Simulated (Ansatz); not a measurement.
# C3H5FGe: a ladder of functionals and wavefunction methods

The task here is to estimate one member of a computed series from the others.

Method: functionals in def2-TZVPP, the program's frozen cores in correlated methods; program: Ansatz 0.2.0, Gaussian basis.

Levels to be run: LDA (SPW92), PBE-D4, revPBE-D4, BLYP-D4, r2SCAN-D4, B97M-V, PBE0-D4, B3LYP-D4, r2SCANh-D4, r2SCAN0-D4, HSE06-D4, BHLYP-D4, CAM-B3LYP-D4, LC-ωPBE, ωB97X-V, ωB97M-V, B2PLYP, PBE-QIDH; CCSD(T)/def2-SVP; CCSD(T)/def2-TZVPP; MP2/def2-QZVPP; extrapolation to the limit; RPA on PBE.

## The geometry

The geometry comes from an earlier relaxation with PBE0-D4 in a triple-zeta def2 set; it is a stationary point, not always the lowest conformer.

SMILES `[F][GeH2][C]1=CC1`, 10 atoms, charge 0, spin multiplicity 1.

Atoms are counted from 1 here; the program's logs count them from 0.

Bond lengths: F1–Ge2 1.742 Å, Ge2–C3 1.901 Å, Ge2–H6 1.534 Å, Ge2–H7 1.534 Å, C3–C4 1.294 Å, C3–C5 1.520 Å, C4–C5 1.483 Å, C4–H8 1.077 Å, C5–H9 1.090 Å, C5–H10 1.090 Å. Angles: F1–Ge2–C3 107.2°, F1–Ge2–H6 106.5°, F1–Ge2–H7 106.5°, C3–Ge2–H6 111.7°, C3–Ge2–H7 111.7°, H6–Ge2–H7 112.8°, Ge2–C3–C4 150.9°, Ge2–C3–C5 146.1°, C4–C3–C5 63.0°, C3–C4–C5 66.0°, C3–C4–H8 147.9°, C5–C4–H8 146.1°, C3–C5–C4 51.0°, C3–C5–H9 119.1°, C3–C5–H10 119.1°, C4–C5–H9 119.8°, C4–C5–H10 119.8°, H9–C5–H10 113.9°.

The first run:

in.yaml reads:

```yaml
crystal:
  periodic: [false, false, false]
  atoms:
    - {symbol: F, position_ang: [-1.336159, 0.760716, 2.359510]}
    - {symbol: Ge, position_ang: [0.060025, 1.015137, 1.350037]}
    - {symbol: C, position_ang: [-0.093086, -0.170401, -0.127657]}
    - {symbol: C, position_ang: [-0.727065, -1.093016, -0.776341]}
    - {symbol: C, position_ang: [0.538041, -0.663514, -1.419066]}
    - {symbol: H, position_ang: [0.014666, 2.483060, 0.907615]}
    - {symbol: H, position_ang: [1.285560, 0.691366, 2.213649]}
    - {symbol: H, position_ang: [-1.583362, -1.743332, -0.834804]}
    - {symbol: H, position_ang: [1.416746, -1.306067, -1.368260]}
    - {symbol: H, position_ang: [0.507734, -0.025048, -2.301683]}
basis:
  gaussian: {orbitals: def2-TZVPP}
hamiltonian: {xc: lda}
output: {orbitals: {seedname: orbitals}}
```

Steps of the session up to this table: LDA; PBE-D4 (GGA); revPBE-D4 (GGA); BLYP-D4 (GGA); r2SCAN-D4 (meta-GGA); B97M-V (meta-GGA); PBE0-D4 (hybrid); B3LYP-D4 (hybrid); r2SCANh-D4 (hybrid); r2SCAN0-D4 (hybrid); HSE06-D4 (hybrid); BHLYP-D4 (hybrid); CAM-B3LYP-D4 (range-separated); LC-ωPBE (range-separated); ωB97X-V (range-separated); ωB97M-V (range-separated); B2PLYP (double hybrid); PBE-QIDH (double hybrid).

One table of the session follows, with a row left open; its other results are not shown here.

It belongs to the step «Frontier levels by functional». 

```
  functional  HOMO (eV)  gap (eV)
 LDA (SPW92)      -6.51      4.64
      PBE-D4      -6.39      4.76
   revPBE-D4      -6.34      4.80
     BLYP-D4      -6.25      4.77
   r2SCAN-D4      -6.57      5.14
      B97M-V      -6.61      5.24
     PBE0-D4      -7.53      6.90
    B3LYP-D4      -7.32      6.47
  r2SCANh-D4      -7.01      5.94
  r2SCAN0-D4      -7.66      7.13
    HSE06-D4      -7.13      6.12
    BHLYP-D4      -8.53      9.00
CAM-B3LYP-D4      -8.86      9.39
     LC-ωPBE     -10.24     11.95
     ωB97X-V          ?         ?
     ωB97M-V      -9.74     11.24
```

**Question.** Estimate the row for ωB97X-V.

**Answer.** HOMO (eV): -9.86; gap (eV): 11.48. In the column «HOMO (eV)» it lies between LC-ωPBE (-10.24) and ωB97M-V (-9.74).
